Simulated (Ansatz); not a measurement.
Write a Python script for the Python package of Ansatz (0.2.0) that makes the levels without and with spin-orbit coupling of MoPd, space group P-6m2. Use (first run): PBEsol, PAW, the default cutoff (420 eV here), 14×14×7 k-points, Fermi-Dirac smearing of 0.1 eV.

`POSCAR`
```text
MoPd
1.0
   2.79389608    0.00000000    0.00000000
  -1.39694804    2.41958498    0.00000000
   0.00000000    0.00000000    4.56637100
Mo Pd
1 1
Direct
   0.66666667    0.33333333    0.50000000
   0.33333333    0.66666667    0.00000000
```

`soc.py`
```python
"""Levels of MoPd without and with spin-orbit coupling."""

import ansatz as az
from ase.io import read

atoms = read("POSCAR", format="vasp")
crystal = az.Crystal.from_ase(atoms)

job = (
    crystal.calculation()
    .functional(az.Functional.PBESOL)
    .kpoints(14, 14, 7)
    .occupations("fermi_dirac")
    .band_table()
)
for label, variant in (("scalar-relativistic", job), ("spin-orbit", job.spin(soc=True))):
    rep = variant.run(threads=1).report
    zero = rep["band_edges_ev"][0] if rep.get("band_edges_ev") else rep["fermi_energy_ev"]
    near = [round(e - zero, 3) for e in rep["eigenvalues_ev"][0] if abs(e - zero) < 2]
    print(label)
    print("  band edges (eV):", [round(e, 3) for e in rep.get("band_edges_ev") or []] or "none reported")
    print("  levels at k =", rep["kpoints_frac"][0], "within 2 eV of the zero:", near)
```

```console
$ python soc.py
DeckWarning: basis.ecutwfc = 420 eV, auto-derived from the records' recommended cutoffs: set by Mo (normal level)
scalar-relativistic
  band edges (eV): none reported
  levels at k = [0.0, 0.0, 0.0] within 2 eV of the zero: [-0.57, -0.57, 0.673]
spin-orbit
  band edges (eV): none reported
  levels at k = [0.0, 0.0, 0.0] within 2 eV of the zero: [-0.665, -0.665, -0.479, -0.479, 0.656, 0.656]
```
(Warnings from the package without file and line, repeats left out.)

Notes:
- The computed bands are complete only to about 2.2 eV above the Fermi level.
- The structure comes from a database of computed cells and needn't be a stable or known phase.
- Levels are Kohn-Sham eigenvalues on this mesh.
- With spin-orbit coupling each level holds one electron and, with inversion or at time-reversal points, comes in pairs; a window in energy can cut a split set.
- The whole script took 29 s on 1 thread of Arm Neoverse V2 (shared host), peak memory 0.66 GiB.
